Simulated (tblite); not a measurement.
# C8H7ClO (2'-chloroacetophenone): the cost of one run

Programs: PySCF 2.14.0 with density-fitted response routines of our own, and tblite 0.8.0. All values are computed, except where a source is named. Atoms count from 0 throughout.

### Step 1. The starting structure

17 atoms, charge 0, multiplicity 1; geometry from: MMFF94s geometry.

Bonds of the start (Å): C0–C1 1.49, C0–H10 1.10, C0–H11 1.09, C0–H12 1.10, C1–C3 1.48, C1–O2 1.24, C3–C4 1.41, C3–C8 1.39, C4–C5 1.39, C4–H13 1.08, C5–C6 1.40, C5–H14 1.08, C6–C7 1.39, C6–H15 1.08, C7–C8 1.40, C7–H16 1.09, C8–Cl9 1.73.

### Step 2. GFN2-xTB relaxation, conformer 1

Job settings and geometry (Å):

```
{"job": {"xc": "GFN2-xTB", "basis": "xTB", "kind": "relax"}, "charge": 0, "multiplicity": 1}
C     -2.680100     0.134300    -0.173400
C     -1.589200    -0.294400     0.743300
O     -1.807300    -0.857100     1.828300
C     -0.178100    -0.109800     0.319800
C      0.654900    -1.244600     0.429800
C      1.987300    -1.165700     0.026100
C      2.506500     0.041100    -0.454000
C      1.693100     1.171400    -0.519900
C      0.350400     1.093500    -0.128800
Cl    -0.573200     2.559000    -0.177000
H     -3.173000     1.032600     0.222000
H     -2.318700     0.325100    -1.180200
H     -3.429500    -0.668200    -0.234800
H      0.266600    -2.184300     0.802000
H      2.629100    -2.033000     0.103600
H      3.545900     0.103300    -0.741000
H      2.108300     2.108700    -0.875700
```

Launch:

```console
$ OMP_NUM_THREADS=1 python ens_run.py task.json out
```

The driver reads the study from task.json and runs its stages one after another.

**Question.** How long does this first job take on 1 thread of Intel Xeon at 2.50GHz, shared host?

About 2 s.
